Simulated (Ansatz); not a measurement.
# CH₈O₂Si₂: basis-set convergence

Aim: see how fast density functionals converge with the basis set for CH₈O₂Si₂.

Computed with Ansatz 0.2.0, Gaussian basis. Level: one geometry, several basis sets.

The runs, in order: PBE0-D4/def2-SVP; ωB97M-V/def2-SVP; PBE0-D4/def2-QZVPP; ωB97M-V/def2-QZVPP; the functionals' def2-TZVPP values are taken from earlier runs.

**1. The geometry**

An earlier PBE0-D4 in a triple-zeta def2 set relaxation fixed the geometry.

SMILES `C[Si](O)(O)[SiH3]`, 13 atoms, charge 0, spin multiplicity 1.

Atoms are counted from 1 here; the program's logs count them from 0.

Bond lengths: C1–Si2 1.857 Å, C1–H6 1.094 Å, C1–H7 1.092 Å, C1–H8 1.092 Å, Si2–O3 1.652 Å, Si2–O4 1.651 Å, Si2–Si5 2.347 Å, O3–H9 0.959 Å, O4–H10 0.959 Å, Si5–H11 1.488 Å, Si5–H12 1.490 Å, Si5–H13 1.490 Å. Angles: Si2–C1–H6 110.5°, Si2–C1–H7 110.7°, Si2–C1–H8 111.0°, H6–C1–H7 107.7°, H6–C1–H8 108.4°, H7–C1–H8 108.4°, C1–Si2–O3 104.4°, C1–Si2–O4 112.1°, C1–Si2–Si5 114.2°, O3–Si2–O4 111.6°, O3–Si2–Si5 111.2°, O4–Si2–Si5 103.6°, Si2–O3–H9 117.0°, Si2–O4–H10 117.6°, Si2–Si5–H11 111.7°, Si2–Si5–H12 110.3°, Si2–Si5–H13 110.5°, H11–Si5–H12 108.1° and more.

**2. PBE0-D4 in def2-SVP**

Input file in.yaml:

```yaml
crystal:
  periodic: [false, false, false]
  atoms:
    - {symbol: C, position_ang: [-1.561727, 0.837142, 0.349494]}
    - {symbol: Si, position_ang: [0.227209, 0.363195, 0.191500]}
    - {symbol: O, position_ang: [0.793613, 0.372044, 1.743661]}
    - {symbol: O, position_ang: [1.065160, 1.413241, -0.768198]}
    - {symbol: Si, position_ang: [0.583955, -1.720290, -0.829146]}
    - {symbol: H, position_ang: [-1.657793, 1.814781, 0.831402]}
    - {symbol: H, position_ang: [-2.101479, 0.110399, 0.961055]}
    - {symbol: H, position_ang: [-2.041627, 0.887781, -0.630422]}
    - {symbol: H, position_ang: [1.709517, 0.121367, 1.874723]}
    - {symbol: H, position_ang: [1.004651, 2.348537, -0.562878]}
    - {symbol: H, position_ang: [0.161639, -1.712331, -2.256413]}
    - {symbol: H, position_ang: [-0.189012, -2.780047, -0.122349]}
    - {symbol: H, position_ang: [2.026394, -2.090621, -0.767528]}
basis:
  gaussian: {orbitals: def2-SVP}
hamiltonian: {xc: pbe0, dispersion: d4}
output: {orbitals: {seedname: orbitals}}
```

The run is started by

```console
> ansatz run in.yaml --threads 4 --pin off --events-out ev --progress --plain --max-ram 10444MiB
```

Further steps of the session: ωB97M-V in def2-SVP; PBE0-D4 in def2-QZVPP; ωB97M-V in def2-QZVPP.

Before running them: what should the planned runs give, taken together? Wanted: PBE0-D4: double and triple zeta above quadruple; ωB97M-V: double and triple zeta above quadruple.

The runs gave:

```
                                       quantity           value
PBE0-D4: double and triple zeta above quadruple  13.13, 0.85 eV
ωB97M-V: double and triple zeta above quadruple  13.32, 0.81 eV
```

What this shows: PBE0-D4 gains 12.27 eV from double to triple zeta, then 0.85 eV more. These are total energies; as a rule much of such shifts cancels in differences, which this series doesn't test. The LUMO of ωB97M-V is positive and keeps falling with the basis (2.47 to 1.30 eV): an unbound level that the basis holds in place.
